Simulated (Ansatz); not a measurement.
Turn this script for the Ansatz DFT code, driven from Python into the input file that the command-line program reads.

`energy_c2h5fo2si.py`
```python
# -*- coding: utf-8 -*-
"""Single point of C2H5FO2Si."""

import sys
import warnings

import ansatz as az
from ase import Atoms
import numpy as np

BASIS = "cc-pVDZ"
FUNCTIONAL = "b3lyp"
VDW = "d3bj"

warnings.simplefilter("ignore", az.DeckWarning)

atoms = Atoms(["C", "C", "F", "Si", "O", "O", "H", "H", "H", "H", "H"], positions=[
    (1.3991, -1.4373, 0.2927),
    (0.5113, -0.4471, 0.7221),
    (0.2243, -0.4076, 2.0388),
    (-0.259, 0.8291, -0.3234),
    (-0.4613, 0.3536, -1.925),
    (-1.8752, 1.1286, 0.214),
    (1.8233, -2.0909, 0.9831),
    (1.6454, -1.4788, -0.7761),
    (0.4162, 2.1096, -0.2252),
    (-1.3785, 0.2671, -2.1827),
    (-1.9803, 1.1167, 1.2024),
])
molecule = az.Crystal.molecule_from_ase(atoms)

setup = molecule.calculation()
setup = setup.basis(gaussian=BASIS)
setup = setup.functional(FUNCTIONAL, dispersion=VDW)
setup = setup.forces()
try:
    data = setup.run(threads=1, backend="cpu").report
except az.AnsatzError as error:
    sys.exit(f"{type(error).__name__}: {error}")

print("reference energy %16.6f eV" % data["reference_energy_ev"])
print("total energy     %16.6f eV" % data["free_energy_ev"])
print("occupied orbitals outside the frozen core (up, down):", data["n_occupied"], " frozen:", data["n_frozen"], " virtual:", data["n_virtual"])

field = data["mean_field"]
print("<S^2> =", round(abs(field["state"]["spin_squared"]), 4), " all-electron relativity setting:", field["relativity"])
print("passes:", field["passes"])
if "symmetry" in field:
    print("occupied orbitals by irrep:", field["symmetry"]["occupied"])

symbols = [site.symbol for site in molecule.cartesian_sites]
print("forces (eV/A)")
for symbol, f in zip(symbols, data["forces_ev_ang"]):
    print(f"  {symbol:2s} {f[0]:9.4f} {f[1]:9.4f} {f[2]:9.4f}")

charges = data["charge_distribution"]
dipole = np.array(charges["dipole_moment_e_ang"]) * 4.803205
print("dipole (D): {:.3f} {:.3f} {:.3f}, length {:.3f}".format(*dipole, np.linalg.norm(dipole)))
print("atom  Mulliken   Lowdin")
for symbol, m, l in zip(symbols, charges["mulliken_charges_e"], charges["lowdin_charges_e"]):
    print(f"{symbol:4s} {m:9.3f} {l:8.3f}")
```

```console
$ python energy_c2h5fo2si.py
reference energy    -16845.801655 eV
total energy        -16846.197711 eV
occupied orbitals outside the frozen core (up, down): [28, 28]  frozen: 0  virtual: [85, 85]
<S^2> = 0.0  all-electron relativity setting: none
passes: {'evaluations': 17, 'products': 12}
occupied orbitals by irrep: [{'A': 28}, {'A': 28}]
forces (eV/A)
  C    -2.7925    3.6598   -0.7676
  C     2.9198   -3.5060   -0.9501
  F    -0.3031    0.3152    0.6626
  Si   -2.6239    0.8962   -0.4820
  O     1.0365    0.0642    0.3860
  O     0.6733   -0.3334    1.0171
  H     0.8710   -1.3872    1.2887
  H    -0.0438   -0.0937    0.2506
  H     0.6887    0.5088   -0.1351
  H    -0.5656   -0.0857   -0.0696
  H     0.1396   -0.0381   -1.2007
dipole (D): 0.067 -0.543 0.425, length 0.693
atom  Mulliken   Lowdin
C        0.003   -0.006
C        0.001   -0.265
F       -0.186    0.199
Si       0.640   -0.025
O       -0.351    0.143
O       -0.400    0.068
H        0.018   -0.009
H        0.049    0.028
H       -0.119   -0.080
H        0.173   -0.040
H        0.173   -0.014
```

`input.yaml`:
```yaml
crystal:
  periodic: [false, false, false]
  atoms:
    - { symbol: C, position_ang: [1.3991, -1.4373, 0.2927] }
    - { symbol: C, position_ang: [0.5113, -0.4471, 0.7221] }
    - { symbol: F, position_ang: [0.2243, -0.4076, 2.0388] }
    - { symbol: Si, position_ang: [-0.259, 0.8291, -0.3234] }
    - { symbol: O, position_ang: [-0.4613, 0.3536, -1.925] }
    - { symbol: O, position_ang: [-1.8752, 1.1286, 0.214] }
    - { symbol: H, position_ang: [1.8233, -2.0909, 0.9831] }
    - { symbol: H, position_ang: [1.6454, -1.4788, -0.7761] }
    - { symbol: H, position_ang: [0.4162, 2.1096, -0.2252] }
    - { symbol: H, position_ang: [-1.3785, 0.2671, -2.1827] }
    - { symbol: H, position_ang: [-1.9803, 1.1167, 1.2024] }
basis:
  gaussian: { orbitals: cc-pVDZ }
hamiltonian:
  xc: b3lyp
  dispersion: d3bj
output:
  forces: true
```

The program run on that file:
```console
$ ansatz run input.yaml --threads 1 --pin off --max-ram 4096MiB --backend cpu --events-out ev --progress --plain --runs-dir out
Engine: ansatz 0.2.0, aarch64-unknown-linux-gnu
Functional definition: B3LYP
  parameter a0 = 0.2
  parameter ax = 0.72
  parameter ac = 0.81
  exchange = (1 - a0 - ax)*slater_x + ax*b88_x + a0*exact_x
  correlation = (1 - ac)*vwn_rpa_c + ac*lyp_c
1047 factors; integrals over basis functions are off by at most 1.3e-3 eV
mean field evaluation 1: about -16834.9726 eV, gradient 7.6e1 eV
mean field evaluation 2: about -16817.1569 eV, gradient 1.2e2 eV
mean field evaluation 4: about -16845.5093 eV, gradient 5.7e0 eV
mean field evaluation 8: about -16845.7995 eV, gradient 8.8e-1 eV
mean field evaluation 16: about -16845.8014 eV, gradient 9.3e-5 eV
mean field -16845.80141565 eV, -619.0717835308 hartree, gradient 5.2e-5 eV, S^2 0.000000; 0 other end points of the search recorded, 0 dependent functions left out
the calculation of the forces begins
reference -16845.80165541 eV, -619.0717923419 hartree; 28, 28 occupied and 85, 85 virtual orbitals, 1047 factors
Total energy: -16846.19771108 eV, -619.0863471193 hartree
Atom 0 at     1.399100    -1.437300     0.292700 Å, force    -2.792505     3.659765    -0.767556 eV/Å
Atom 1 at     0.511300    -0.447100     0.722100 Å, force     2.919843    -3.505984    -0.950135 eV/Å
Atom 2 at     0.224300    -0.407600     2.038800 Å, force    -0.303133     0.315194     0.662640 eV/Å
Atom 3 at    -0.259000     0.829100    -0.323400 Å, force    -2.623900     0.896185    -0.481985 eV/Å
Atom 4 at    -0.461300     0.353600    -1.925000 Å, force     1.036503     0.064156     0.385973 eV/Å
Atom 5 at    -1.875200     1.128600     0.214000 Å, force     0.673334    -0.333435     1.017079 eV/Å
Atom 6 at     1.823300    -2.090900     0.983100 Å, force     0.871008    -1.387235     1.288716 eV/Å
Atom 7 at     1.645400    -1.478800    -0.776100 Å, force    -0.043811    -0.093678     0.250579 eV/Å
Atom 8 at     0.416200     2.109600    -0.225200 Å, force     0.688656     0.508841    -0.135089 eV/Å
Atom 9 at    -1.378500     0.267100    -2.182700 Å, force    -0.565551    -0.085747    -0.069569 eV/Å
Atom 10 at    -1.980300     1.116700     1.202400 Å, force     0.139555    -0.038062    -1.200655 eV/Å
Dipole moment:     0.013985    -0.113036     0.088477 e Å
```

Caveats:
- Total energies depend on the basis set; only differences at equal settings carry meaning.
- The geometry is a force-field or estimated start, not a minimum of this method, and the basis set is short of its limit.
- The Löwdin charges here are taken after orthogonalising the functions within each atom; they differ from plain Löwdin charges, and their signs can be unphysical.
- Total less reference energy is the dispersion correction.
- b3lyp holds the VWN-RPA fit, as in Gaussian; the form of ORCA and Turbomole is b3lyp5.
- It ran for 6.2 s on 1 thread of Arm Neoverse V1, with other jobs on the host, peak memory 0.3 GiB.

(Lines on the test bed's own set-up are left out of the output.)
